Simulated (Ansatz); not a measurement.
# ClH₅OSi₂: basis-set convergence

Aim: see how fast density functionals converge with the basis set for ClH₅OSi₂.

Computed with Ansatz 0.2.0, Gaussian basis. Level: one geometry, several basis sets.

The runs, in order: PBE0-D4/def2-SVP; ωB97M-V/def2-SVP; PBE0-D4/def2-QZVPP; ωB97M-V/def2-QZVPP; the functionals' def2-TZVPP values are taken from earlier runs.

**1. Structure used throughout**

An earlier PBE0-D4 in a triple-zeta def2 set relaxation fixed the geometry.

SMILES `O[SiH]([SiH3])Cl`, 9 atoms, charge 0, spin multiplicity 1.

Atoms are counted from 1 here; the program's logs count them from 0.

Bond lengths: O1–Si2 1.639 Å, O1–H5 0.959 Å, Si2–Si3 2.335 Å, Si2–Cl4 2.068 Å, Si2–H6 1.486 Å, Si3–H7 1.487 Å, Si3–H8 1.485 Å, Si3–H9 1.487 Å. Angles: Si2–O1–H5 118.4°, O1–Si2–Si3 107.4°, O1–Si2–Cl4 110.6°, O1–Si2–H6 111.0°, Si3–Si2–Cl4 108.6°, Si3–Si2–H6 114.5°, Cl4–Si2–H6 104.7°, Si2–Si3–H7 110.4°, Si2–Si3–H8 109.5°, Si2–Si3–H9 108.6°, H7–Si3–H8 109.7°, H7–Si3–H9 109.1°, H8–Si3–H9 109.5°.

Geometry (Å):

```xyz
9
charge 0, multiplicity 1
O     0.5169    0.9421   -1.6063
Si   -0.2656    0.7998   -0.1732
Si    0.3519   -1.2502    0.7593
Cl   -2.3134    0.8058   -0.4590
H     0.3740    1.7350   -2.1268
H    -0.0029    1.9758    0.6971
H     1.8199   -1.2918    0.9925
H    -0.0397   -2.3504   -0.1587
H    -0.3527   -1.4123    2.0582
```

**2. PBE0-D4 in def2-SVP**

File in.yaml:

```yaml
crystal:
  periodic: [false, false, false]
  atoms:
    - {symbol: O, position_ang: [0.516926, 0.942062, -1.606350]}
    - {symbol: Si, position_ang: [-0.265634, 0.799784, -0.173182]}
    - {symbol: Si, position_ang: [0.351899, -1.250228, 0.759305]}
    - {symbol: Cl, position_ang: [-2.313364, 0.805769, -0.459027]}
    - {symbol: H, position_ang: [0.374027, 1.735029, -2.126848]}
    - {symbol: H, position_ang: [-0.002934, 1.975785, 0.697069]}
    - {symbol: H, position_ang: [1.819895, -1.291757, 0.992457]}
    - {symbol: H, position_ang: [-0.039653, -2.350404, -0.158748]}
    - {symbol: H, position_ang: [-0.352662, -1.412341, 2.058223]}
basis:
  gaussian: {orbitals: def2-SVP}
hamiltonian: {xc: pbe0, dispersion: d4}
output: {orbitals: {seedname: orbitals}}
```

After this run come: ωB97M-V in def2-SVP; PBE0-D4 in def2-QZVPP; ωB97M-V in def2-QZVPP.

**Question.** What will the summary of the whole plan be? Wanted: PBE0-D4: double and triple zeta above quadruple; ωB97M-V: double and triple zeta above quadruple.

**Answer**, as computed:

```
                                       quantity           value
PBE0-D4: double and triple zeta above quadruple  13.74, 1.03 eV
ωB97M-V: double and triple zeta above quadruple  13.75, 0.98 eV
```

PBE0-D4 gains 12.71 eV from double to triple zeta, then 1.03 eV more. These are total energies; as a rule much of such shifts cancels in differences, which this series doesn't test. The LUMO of ωB97M-V is positive and keeps falling with the basis (1.93 to 1.01 eV): an unbound level that the basis holds in place.
